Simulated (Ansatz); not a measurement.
# HfH (doublet): the correlation ladder, def2-QZVPP

One table from this session's results is given with a row withheld; the runs are named, their logs left out.

Method: def2-QZVPP, core rule «outside noble gas», up to 4 orbitals frozen; program: Ansatz 0.2.0, Gaussian basis.

Plan: UHF; ROHF; CCSD(T) on UHF.

## The system

The geometry is a PBE0/def2-TZVP stationary point (not a proven minimum) of the parent state, kept for this charge and spin. No spin-orbit coupling is included. Elements past krypton take def2 core potentials.

2 atoms, charge 0, spin multiplicity 2.

Atoms are counted from 1 here; the program's logs count them from 0.

Bond lengths: Hf1–H2 1.865 Å.

Set-up of the first run:

in.yaml

```yaml
crystal:
  periodic: [false, false, false]
  atoms:
    - {symbol: Hf, position_ang: [0.000000, 0.000000, 0.000000]}
    - {symbol: H, position_ang: [0.000000, 0.000000, 1.864769]}
basis:
  gaussian: {orbitals: "def2-QZVPP.json"}
magnetization: {spin_polarized: true, initial_magnetization: 1}
hamiltonian: {xc: hf}
output: {orbitals: {seedname: orbitals}}
```

Launch:

```sh
> ansatz run in.yaml --threads 1 --pin off --events-out ev --progress --plain --max-ram 4096MiB --backend cpu
```

Steps of the session up to this table: UHF; ROHF; CCSD(T) on UHF.

One table of the session follows, with a row left open; its other results are not shown here.

```
  method  from UCCSD(T) (meV)
    ROHF              +2852.9
     UHF                    ?
    UMP2               +785.6
   UCCSD               +101.3
UCCSD(T)                    0
```

Estimate the missing values for UHF.

**Answer.** from UCCSD(T) (meV): +2539.8. In the column «from UCCSD(T) (meV)» it lies between UMP2 (+785.6) and ROHF (+2852.9).

To keep in mind: The determinant is far from a pure spin state, so its energy mixes those of several spin states (harmless only where they are near-degenerate, as at dissociation). Warnings: spin contamination; coupled cluster took another determinant than the lowest.
